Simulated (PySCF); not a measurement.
# OsS(OH)₂: relaxation and vibrations of the triplet

Where does triplet OsS(OH)₂ go from a T-shaped (ligand arrangement 2) start, is the end point a minimum, and what are its modes, charges and moments?

Method: B3LYP, basis Os def2-SVP with ECP60, S def2-SVP, O def2-SVP, H def2-SVP, scalar-relativistic core potentials, no spin–orbit coupling, density fitting; program: PySCF 2.14.0.

## (1) The system as given

6 atoms, charge 0, spin multiplicity 3.

Bond lengths: Os1–S2 2.100 Å, Os1–O3 1.920 Å, Os1–O4 1.920 Å, O3–H5 0.960 Å, O4–H6 0.960 Å. Angles: S2–Os1–O3 88.0°, S2–Os1–O4 88.0°, O3–Os1–O4 176.0°, Os1–O3–H5 130.0°, Os1–O4–H6 130.0°.

Coordinates in bohr (charge 0 multiplicity 3):
```
Os    0.0000    0.0000   -0.5089
S     0.0000    0.0000    3.4595
O     3.6260    0.0000   -0.3823
O    -3.6260    0.0000   -0.3823
H     4.7914   -1.3897   -0.3417
H    -4.7914    1.3897   -0.3417
```

## (2) Relaxing the triplet from the T-shaped (ligand arrangement 2) start

The steps below are one call of a driver around PySCF. For each, scf.py gives the equivalent set-up of the SCF; relaxations use the driver's own optimiser. Before each start the driver seeks the lowest SCF state from one or more starting densities and follows internal instabilities, so scf.py alone need not reach the same state.

The program finds C2 symmetry in the start, which this walk keeps.

scf.py reads:

```python
from pyscf import gto, scf, dft
mol = gto.M(atom='''
Os     0.000000     0.000000    -0.269300
S      0.000000     0.000000     1.830700
O      1.918800    -0.000000    -0.202300
O     -1.918800     0.000000    -0.202300
H      2.535500    -0.735400    -0.180800
H     -2.535500     0.735400    -0.180800''',
    basis={'Os': 'def2-SVP', 'S': 'def2-SVP', 'O': 'def2-SVP', 'H': 'def2-SVP'},
    ecp={'Os': 'def2-SVP'},
    charge=0, spin=2)
mf = dft.UKS(mol, xc='B3LYP')
mf.grids.atom_grid = (50, 194)
aux = {'Os': 'def2-universal-JKFIT', 'S': 'def2-universal-JKFIT', 'O': 'def2-universal-JKFIT', 'H': 'def2-universal-JKFIT'}
mf = mf.density_fit(auxbasis=aux)
mf.kernel()
```

Further steps of the session: Hessian and properties.

What does the calculation give? Wanted: minimum; geometry; wavenumbers; dipole moment; highest occupied, lowest empty level; polar-tensor charge of Os1; zero-point energy; atomisation energy; ⟨S²⟩.

As calculated:

```
                                          quantity                                                                                                         value
                                           minimum                                                                                                   triplet, C2
                                          geometry      Os–O 1.866 Å (×2), Os–S 2.103 Å, O–H 0.972 Å (×2); H–O–Os 118.3° (×2), O–Os–O 129.6°, O–Os–S 115.2° (×2)
                                wavenumbers (cm⁻¹)  153 (b), 186 (b), 194 (a), 360 (b), 364 (a), 540 (a), 701 (b), 704 (a), 714 (a), 729 (b), 3757 (a), 3758 (b)
                                     dipole moment                                                                                                        1.39 D
highest occupied, lowest empty level (either spin)                                                                                               -6.09, -3.45 eV
                        polar-tensor charge of Os1                                                                                                       +0.97 e
                                 zero-point energy                                                                                                   72.7 kJ/mol
                               entropy at 298.15 K                                                                                               339.6 J/(mol K)
         atomisation energy (no zero-point energy)                                                                                                   2026 kJ/mol
                                              ⟨S²⟩                                                                                                         2.009
```

In words: The molecule stays C2, as typed, and the end point is a minimum. In the infrared the band at 3757 cm⁻¹ (a) leads. Most of the spin sits on Os1 (Mulliken spin 1.49, against 2 for the whole molecule). Other starts or spin states, not run here, may lie lower. One determinant may miss the lowest occupation of an open d or f shell. Spin–orbit coupling, left out here, can matter for elements this heavy.
